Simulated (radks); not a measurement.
**Valence configurations of Ru⁺**

NIST gives [Kr] 4d7 as the ground configuration of Ru⁺. Does this level of theory agree? Several fillings of the valence shells are run.

Method: Dirac Kohn-Sham, BLYP, spin-unpolarised, spherical densities, point nucleus; open shells fill j = l - 1/2 first. Code: radks (a radial shooting solver on a logarithmic mesh, Libxc functionals) version 1.

## 1. The system

- element: ruthenium (Z = 44)
- charge: +1
- electrons: 43
- configuration: [Kr] 4d7
- others tried: 4d6.5 5p0.5; 4d6 5s1; 4d6.5 5s0.5; 4d5 5s2; 4d5 5s1 5p1; 4d6 5p1; 4d5 5p2; 4d5.5 5s0.5 5p1

## 2. [Kr] 4d7

The run's settings:

```text
Z 44
configuration [Kr] 4d7
relativity Dirac
functional b88,lyp
spin unpolarised
j_filling energy
nucleus point
c 137.035999084
```

## 3. [Kr] 4d6.5 5p0.5

Input: that of step 2 with these lines changed.

```diff
@@ -1,3 +1,3 @@
 Z 44
-configuration [Kr] 4d7
+configuration [Kr] 4d6.5 5p0.5
 relativity Dirac
```

## 4. [Kr] 4d6 5s1

Input: that of step 3 with these lines changed.

```diff
@@ -1,3 +1,3 @@
 Z 44
-configuration [Kr] 4d6.5 5p0.5
+configuration [Kr] 4d6 5s1
 relativity Dirac
```

## 5. [Kr] 4d6.5 5s0.5

Input: that of step 4 with these lines changed.

```diff
@@ -1,3 +1,3 @@
 Z 44
-configuration [Kr] 4d6 5s1
+configuration [Kr] 4d6.5 5s0.5
 relativity Dirac
```

## 6. [Kr] 4d5 5s2

Input: that of step 5 with these lines changed.

```diff
@@ -1,3 +1,3 @@
 Z 44
-configuration [Kr] 4d6.5 5s0.5
+configuration [Kr] 4d5 5s2
 relativity Dirac
```

## 7. [Kr] 4d5 5s1 5p1

Input: that of step 6 with these lines changed.

```diff
@@ -1,3 +1,3 @@
 Z 44
-configuration [Kr] 4d5 5s2
+configuration [Kr] 4d5 5s1 5p1
 relativity Dirac
```

## 8. [Kr] 4d6 5p1

Input: that of step 7 with these lines changed.

```diff
@@ -1,3 +1,3 @@
 Z 44
-configuration [Kr] 4d5 5s1 5p1
+configuration [Kr] 4d6 5p1
 relativity Dirac
```

## 9. [Kr] 4d5 5p2

Input: that of step 8 with these lines changed.

```diff
@@ -1,3 +1,3 @@
 Z 44
-configuration [Kr] 4d6 5p1
+configuration [Kr] 4d5 5p2
 relativity Dirac
```

## 10. [Kr] 4d5.5 5s0.5 5p1

Input: that of step 9 with these lines changed.

```diff
@@ -1,3 +1,3 @@
 Z 44
-configuration [Kr] 4d5 5p2
+configuration [Kr] 4d5.5 5s0.5 5p1
 relativity Dirac
```

Q: Predict the outcome of this session. Wanted: for each run, valence; E − E(NIST configuration); highest level; its energy; 1s shift.

**Answer**, as computed:

```csv
valence,E − E(NIST configuration) (eV),highest level,its energy (eV),1s shift (eV)
4d7,0.000,4d5/2,-12.311,+0.00
4d6.5 5s0.5,1.025,5s1/2,-11.213,-1.81
4d6 5s1,2.443,5s1/2,-11.808,-3.76
4d6.5 5p0.5,3.239,5p1/2,-7.152,-2.44
4d5 5s2,6.579,5s1/2,-13.021,-8.03
4d6 5p1,7.097,5p1/2,-7.838,-5.00
4d5.5 5s0.5 5p1,9.135,5p1/2,-8.222,-7.07
4d5 5s1 5p1,11.631,5p1/2,-8.610,-9.26
4d5 5p2,16.818,5p1/2,-9.136,-10.42
```

What this shows: The NIST configuration is the lowest of those tried, 1.025 eV under 4d6.5 5s0.5. The energies are those of spherical spin-averaged densities, not of single terms. The 1s eigenvalue shifts by up to 10.42 eV as the valence charge is rearranged.
